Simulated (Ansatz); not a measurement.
# CH₄InNS: how energies converge with the basis set

How large a basis does CH₄InNS need? Two functionals are run in growing sets.

Computed with Ansatz 0.2.0, Gaussian basis. Level: one geometry, several basis sets.

Levels to be run: PBE0-D4/def2-SVP; ωB97M-V/def2-SVP; PBE0-D4/def2-QZVPP; ωB97M-V/def2-QZVPP; the functionals' def2-TZVPP values are taken from earlier runs.

**1. The relaxed structure**

An earlier PBE0-D4 in a triple-zeta def2 set relaxation fixed the geometry. In takes the def2 core potential; no spin-orbit term is included.

8 atoms, charge 0, spin multiplicity 1.

Atoms are counted from 1 here; the program's logs count them from 0.

Bond lengths: S1–C2 1.636 Å, C2–N3 1.340 Å, C2–H5 1.094 Å, N3–In4 2.069 Å, N3–H6 1.015 Å, In4–H7 1.703 Å, In4–H8 1.702 Å. Angles: S1–C2–N3 126.6°, S1–C2–H5 119.9°, N3–C2–H5 113.5°, C2–N3–In4 126.2°, C2–N3–H6 111.7°, In4–N3–H6 122.2°, N3–In4–H7 111.7°, N3–In4–H8 112.3°, H7–In4–H8 136.0°.

Geometry (Å):

```xyz
8

S     1.0776    2.7136    0.3574
C     0.5043    1.2851   -0.1971
N     0.1049    0.2426    0.5437
In   -0.6186   -1.5591   -0.1725
H     0.4187    1.1134   -1.2746
H     0.1960    0.4318    1.5367
H    -0.6588   -1.5897   -1.8743
H    -1.0240   -2.6377    1.0806
```

**2. PBE0-D4 in def2-SVP**

in.yaml

```yaml
crystal:
  periodic: [false, false, false]
  atoms:
    - {symbol: S, position_ang: [1.077556, 2.713604, 0.357448]}
    - {symbol: C, position_ang: [0.504271, 1.285052, -0.197055]}
    - {symbol: N, position_ang: [0.104854, 0.242592, 0.543702]}
    - {symbol: In, position_ang: [-0.618601, -1.559105, -0.172530]}
    - {symbol: H, position_ang: [0.418695, 1.113441, -1.274599]}
    - {symbol: H, position_ang: [0.195983, 0.431766, 1.536707]}
    - {symbol: H, position_ang: [-0.658790, -1.589650, -1.874298]}
    - {symbol: H, position_ang: [-1.023957, -2.637710, 1.080624]}
basis:
  gaussian: {orbitals: def2-SVP}
hamiltonian: {xc: pbe0, dispersion: d4}
output: {orbitals: {seedname: orbitals}}
```

Further steps of the session: ωB97M-V in def2-SVP; PBE0-D4 in def2-QZVPP; ωB97M-V in def2-QZVPP.

Q: Predict the results of all the runs planned. Wanted: PBE0-D4: double and triple zeta above quadruple; ωB97M-V: double and triple zeta above quadruple.

As calculated:

```
                                       quantity          value
PBE0-D4: double and triple zeta above quadruple  7.47, 0.53 eV
ωB97M-V: double and triple zeta above quadruple  7.57, 0.51 eV
```

What this shows: PBE0-D4 gains 6.95 eV from double to triple zeta, then 0.53 eV more. These are total energies; as a rule much of such shifts cancels in differences, which this series doesn't test.
